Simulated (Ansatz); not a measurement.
Born–Oppenheimer molecular dynamics of a periodic cell of 21 atoms, In$_{8}$SiSb$_{8}$Cl$_{4}$ (surface InSb(111), adsorbate SiCl4, incident energy 1.5 eV, 40° from the normal). It starts from an unrelaxed structure (largest force component 0.77 eV/Å).

Theory: Ansatz, DFT PBE-D3(BJ), scalar-relativistic, plane waves, PAW. Settings: accuracy low, PAW set soft_1, cutoff 420 eV, k mesh 2x2x1, fermi-dirac smearing 0.05 eV, no spin polarisation.

```
ensemble            : NVE (velocity Verlet)
time step           : 3 fs
steps asked         : 320
starting velocities : zero, but for any typed in the input
atoms held          : 1, 3, 5, 7
seed                : 492830
```

Frames 30 fs apart, positions in Å.

Velocities at 270 fs (Å/ps):

```
In 0.00 0.00 0.00
Sb -0.05 0.00 2.20
In 0.00 0.00 0.00
Sb -0.05 -0.01 2.04
In 0.00 0.00 0.00
Sb 0.08 -0.04 2.08
In 0.00 0.00 0.00
Sb 0.02 -0.04 2.05
In 0.25 -0.16 0.28
Sb -0.01 -0.17 -0.64
In 0.32 -0.19 -0.07
Sb -0.03 -0.10 -0.54
In -0.46 0.19 -0.21
Sb -0.71 -0.65 -2.56
In -0.26 -0.01 0.13
Sb 0.56 -0.06 -4.32
Si 9.10 0.96 -6.90
Cl 9.38 -0.56 -8.25
Cl 10.66 0.73 -7.54
Cl 5.45 2.02 -3.40
Cl 8.76 1.23 -6.58
```

```xyz
21
Lattice="9.1372 0.0000 0.0000 4.5686 7.9131 0.0000 0.0000 0.0000 20.6628" Properties=species:S:1:pos:R:3 time_fs=270 energy_less_start_eV=0.114 T=630
In 0.000 0.000 1.000
Sb 2.282 1.318 1.796
In 11.421 3.957 1.000
Sb 4.567 5.275 1.788
In 4.569 0.000 1.000
Sb 6.855 1.317 1.791
In 6.853 3.957 1.000
Sb 9.137 5.274 1.788
In 9.143 5.270 4.820
Sb 11.419 6.589 5.952
In 6.858 1.320 4.814
Sb 9.134 2.633 5.962
In 4.559 5.276 4.806
Sb 6.824 6.563 5.869
In 2.281 1.321 4.819
Sb 4.580 2.641 5.834
Si 4.497 1.423 9.156
Cl 3.655 -0.307 8.521
Cl 6.444 1.478 8.562
Cl 3.324 3.009 8.599
Cl 4.456 1.440 11.188
21
Lattice="9.1372 0.0000 0.0000 4.5686 7.9131 0.0000 0.0000 0.0000 20.6628" Properties=species:S:1:pos:R:3 time_fs=300 energy_less_start_eV=0.030 T=669
In 0.000 0.000 1.000
Sb 2.281 1.318 1.866
In 11.421 3.957 1.000
Sb 4.565 5.274 1.852
In 4.569 0.000 1.000
Sb 6.857 1.316 1.857
In 6.853 3.957 1.000
Sb 9.138 5.273 1.854
In 9.152 5.263 4.838
Sb 11.419 6.582 5.919
In 6.875 1.309 4.815
Sb 9.136 2.629 5.933
In 4.537 5.285 4.803
Sb 6.801 6.543 5.772
In 2.268 1.320 4.831
Sb 4.600 2.635 5.665
Si 4.759 1.458 8.976
Cl 3.957 -0.298 8.298
Cl 6.734 1.526 8.371
Cl 3.489 3.061 8.574
Cl 4.732 1.472 11.023
21
Lattice="9.1372 0.0000 0.0000 4.5686 7.9131 0.0000 0.0000 0.0000 20.6628" Properties=species:S:1:pos:R:3 time_fs=330 energy_less_start_eV=-0.001 T=683
In 0.000 0.000 1.000
Sb 2.283 1.319 1.934
In 11.421 3.957 1.000
Sb 4.566 5.271 1.913
In 4.569 0.000 1.000
Sb 6.857 1.317 1.920
In 6.853 3.957 1.000
Sb 9.138 5.271 1.922
In 9.162 5.254 4.870
Sb 11.420 6.572 5.864
In 6.915 1.282 4.821
Sb 9.145 2.626 5.881
In 4.496 5.301 4.802
Sb 6.788 6.528 5.653
In 2.243 1.313 4.855
Sb 4.616 2.619 5.445
Si 4.991 1.524 8.875
Cl 4.280 -0.224 8.127
Cl 6.927 1.642 8.262
Cl 3.695 3.075 8.640
Cl 5.045 1.466 10.905
21
Lattice="9.1372 0.0000 0.0000 4.5686 7.9131 0.0000 0.0000 0.0000 20.6628" Properties=species:S:1:pos:R:3 time_fs=360 energy_less_start_eV=0.125 T=625
In 0.000 0.000 1.000
Sb 2.289 1.319 1.978
In 11.421 3.957 1.000
Sb 4.570 5.267 1.946
In 4.569 0.000 1.000
Sb 6.851 1.319 1.958
In 6.853 3.957 1.000
Sb 9.137 5.272 1.976
In 9.166 5.241 4.903
Sb 11.418 6.565 5.811
In 6.977 1.240 4.827
Sb 9.164 2.628 5.822
In 4.446 5.315 4.799
Sb 6.793 6.523 5.539
In 2.214 1.296 4.886
Sb 4.620 2.599 5.214
Si 5.204 1.572 8.888
Cl 4.546 -0.135 7.998
Cl 7.106 1.847 8.195
Cl 3.894 3.132 8.677
Cl 5.394 1.386 10.908
21
Lattice="9.1372 0.0000 0.0000 4.5686 7.9131 0.0000 0.0000 0.0000 20.6628" Properties=species:S:1:pos:R:3 time_fs=390 energy_less_start_eV=0.305 T=544
In 0.000 0.000 1.000
Sb 2.297 1.319 1.981
In 11.421 3.957 1.000
Sb 4.577 5.264 1.930
In 4.569 0.000 1.000
Sb 6.843 1.323 1.953
In 6.853 3.957 1.000
Sb 9.134 5.274 1.999
In 9.164 5.228 4.920
Sb 11.408 6.564 5.785
In 7.045 1.196 4.827
Sb 9.188 2.639 5.774
In 4.414 5.310 4.792
Sb 6.808 6.521 5.451
In 2.201 1.269 4.910
Sb 4.617 2.578 4.993
Si 5.421 1.630 8.972
Cl 4.723 -0.016 7.959
Cl 7.245 2.118 8.181
Cl 4.117 3.178 8.693
Cl 5.728 1.247 10.971
21
Lattice="9.1372 0.0000 0.0000 4.5686 7.9131 0.0000 0.0000 0.0000 20.6628" Properties=species:S:1:pos:R:3 time_fs=420 energy_less_start_eV=0.386 T=507
In 0.000 0.000 1.000
Sb 2.304 1.320 1.941
In 11.421 3.957 1.000
Sb 4.583 5.265 1.864
In 4.569 0.000 1.000
Sb 6.838 1.327 1.906
In 6.853 3.957 1.000
Sb 9.133 5.278 1.984
In 9.159 5.227 4.904
Sb 11.390 6.560 5.804
In 7.097 1.171 4.815
Sb 9.216 2.654 5.750
In 4.416 5.283 4.778
Sb 6.814 6.508 5.403
In 2.218 1.241 4.918
Sb 4.625 2.548 4.786
Si 5.638 1.689 9.070
Cl 4.842 0.146 8.050
Cl 7.343 2.393 8.246
Cl 4.342 3.210 8.764
Cl 6.006 1.103 10.986
21
Lattice="9.1372 0.0000 0.0000 4.5686 7.9131 0.0000 0.0000 0.0000 20.6628" Properties=species:S:1:pos:R:3 time_fs=450 energy_less_start_eV=0.298 T=547
In 0.000 0.000 1.000
Sb 2.302 1.321 1.869
In 11.421 3.957 1.000
Sb 4.581 5.274 1.768
In 4.569 0.000 1.000
Sb 6.841 1.327 1.830
In 6.853 3.957 1.000
Sb 9.133 5.281 1.933
In 9.159 5.242 4.849
Sb 11.383 6.548 5.861
In 7.124 1.170 4.789
Sb 9.247 2.660 5.748
In 4.438 5.244 4.760
Sb 6.804 6.478 5.399
In 2.264 1.222 4.907
Sb 4.654 2.507 4.592
Si 5.808 1.794 9.157
Cl 4.916 0.234 8.172
Cl 7.501 2.620 8.375
Cl 4.469 3.317 8.941
Cl 6.242 0.993 11.004
21
Lattice="9.1372 0.0000 0.0000 4.5686 7.9131 0.0000 0.0000 0.0000 20.6628" Properties=species:S:1:pos:R:3 time_fs=480 energy_less_start_eV=0.206 T=589
In 0.000 0.000 1.000
Sb 2.287 1.321 1.783
In 11.421 3.957 1.000
Sb 4.570 5.290 1.665
In 4.569 0.000 1.000
Sb 6.857 1.319 1.744
In 6.853 3.957 1.000
Sb 9.136 5.281 1.856
In 9.172 5.265 4.769
Sb 11.400 6.529 5.932
In 7.137 1.177 4.763
Sb 9.282 2.653 5.753
In 4.451 5.199 4.742
Sb 6.784 6.440 5.438
In 2.322 1.211 4.884
Sb 4.703 2.463 4.401
Si 5.905 1.898 9.247
Cl 5.009 0.333 8.286
Cl 7.643 2.751 8.569
Cl 4.545 3.442 9.228
Cl 6.442 0.981 11.005
21
Lattice="9.1372 0.0000 0.0000 4.5686 7.9131 0.0000 0.0000 0.0000 20.6628" Properties=species:S:1:pos:R:3 time_fs=510 energy_less_start_eV=0.167 T=607
In 0.000 0.000 1.000
Sb 2.262 1.316 1.701
In 11.421 3.957 1.000
Sb 4.554 5.305 1.575
In 4.569 0.000 1.000
Sb 6.883 1.302 1.662
In 6.853 3.957 1.000
Sb 9.142 5.277 1.764
In 9.201 5.287 4.687
Sb 11.440 6.508 5.988
In 7.157 1.166 4.754
Sb 9.320 2.643 5.752
In 4.439 5.156 4.722
Sb 6.773 6.410 5.511
In 2.374 1.194 4.852
Sb 4.758 2.430 4.205
Si 5.976 2.006 9.397
Cl 5.113 0.501 8.331
Cl 7.708 2.813 8.757
Cl 4.637 3.512 9.585
Cl 6.599 1.053 11.069
21
Lattice="9.1372 0.0000 0.0000 4.5686 7.9131 0.0000 0.0000 0.0000 20.6628" Properties=species:S:1:pos:R:3 time_fs=540 energy_less_start_eV=0.116 T=629
In 0.000 0.000 1.000
Sb 2.241 1.309 1.635
In 11.421 3.957 1.000
Sb 4.543 5.309 1.509
In 4.569 0.000 1.000
Sb 6.907 1.284 1.594
In 6.853 3.957 1.000
Sb 9.149 5.271 1.670
In 9.238 5.301 4.629
Sb 11.486 6.486 6.013
In 7.199 1.132 4.766
Sb 9.357 2.641 5.736
In 4.417 5.121 4.699
Sb 6.782 6.386 5.602
In 2.413 1.163 4.815
Sb 4.800 2.413 4.006
Si 6.062 2.071 9.596
Cl 5.203 0.726 8.306
Cl 7.774 2.900 8.844
Cl 4.707 3.573 9.977
Cl 6.702 1.118 11.294
```

Of the whole run (960 fs, mean temperature of the second half 553 K): The conserved energy stayed within 0.028 meV per atom of its start (net change -0.016 meV per atom), so the integration is sound. A run of 0.96 ps of so small a system gives no equilibrium averages. Limits of this set-up: coarse k mesh, slab without dipole correction, a typed lattice constant that wasn't relaxed here, low accuracy level.

Run time: 58 min on 4 threads of Arm Neoverse V1 (shared host), peak memory 4.4 GiB.
